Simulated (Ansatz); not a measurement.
# CH7ClOSi2: the cost of one run

Method: RKS BHLYP/STO-3G, in Ansatz 0.2.0.

## 1. The starting structure

Bond lengths: O1–C2 1.429 Å, C2–Si3 1.872 Å, C2–Si4 1.912 Å, C2–Cl5 1.799 Å, O1–H6 1.053 Å, Si3–H7 1.548 Å, Si3–H8 1.438 Å, Si3–H9 1.524 Å, Si4–H10 1.457 Å, Si4–H11 1.537 Å, Si4–H12 1.445 Å. Angles (14 of 19 angles, heavy atoms first): O1–C2–Si3 115.9°, O1–C2–Si4 113.4°, O1–C2–Cl5 108.0°, Si3–C2–Si4 103.8°, Si3–C2–Cl5 106.7°, Si4–C2–Cl5 108.6°, C2–O1–H6 102.7°, C2–Si3–H7 110.5°, C2–Si3–H8 113.6°, C2–Si3–H9 111.3°, C2–Si4–H10 109.2°, C2–Si4–H11 107.9°, C2–Si4–H12 112.9°, H7–Si3–H8 106.7°.

Structure file:

```xyz
12

O     0.4900    1.7922    0.4371
C    -0.1762    0.5975    0.0252
Si   -0.3771   -0.7223    1.3379
Si    0.7110   -0.3124   -1.4031
Cl   -1.8324    1.0430   -0.5188
H    -0.2433    2.5316    0.2786
H     1.0062   -1.2142    1.8272
H    -1.0916   -1.8839    0.8806
H    -1.0473   -0.1629    2.5865
H     0.7804    0.5686   -2.5615
H    -0.1669   -1.5030   -1.8208
H     2.0242   -0.7896   -1.0351
```

## 2. Preparing the start

File input.yaml:

```yaml
crystal:
  periodic: [false, false, false]
  atoms:
    - { symbol: O, position_ang: [0.49, 1.7922, 0.4371] }
    - { symbol: C, position_ang: [-0.1762, 0.5975, 0.0252] }
    - { symbol: Si, position_ang: [-0.3771, -0.7223, 1.3379] }
    - { symbol: Si, position_ang: [0.711, -0.3124, -1.4031] }
    - { symbol: Cl, position_ang: [-1.8324, 1.043, -0.5188] }
    - { symbol: H, position_ang: [-0.2433, 2.5316, 0.2786] }
    - { symbol: H, position_ang: [1.0062, -1.2142, 1.8272] }
    - { symbol: H, position_ang: [-1.0916, -1.8839, 0.8806] }
    - { symbol: H, position_ang: [-1.0473, -0.1629, 2.5865] }
    - { symbol: H, position_ang: [0.7804, 0.5686, -2.5615] }
    - { symbol: H, position_ang: [-0.1669, -1.503, -1.8208] }
    - { symbol: H, position_ang: [2.0242, -0.7896, -1.0351] }
basis:
  gaussian: { orbitals: STO-3G }
hamiltonian:
  xc: { name: BHLYP }
relax:
  f_tol: 0.02
  max_steps: 40
scf:
  lower_state_search: "off"
output:
  orbitals: {}
```

Started as:

```
ansatz run input.yaml --threads 1 --pin off --max-ram 2048MiB --backend cpu --events-out ev --progress --plain --runs-dir out
```

Q: Estimate wall time and peak memory on 1 thread of Intel Xeon Platinum 8559C (Emerald Rapids), shared host.

About 22 s, with a peak of 0.17 GiB.
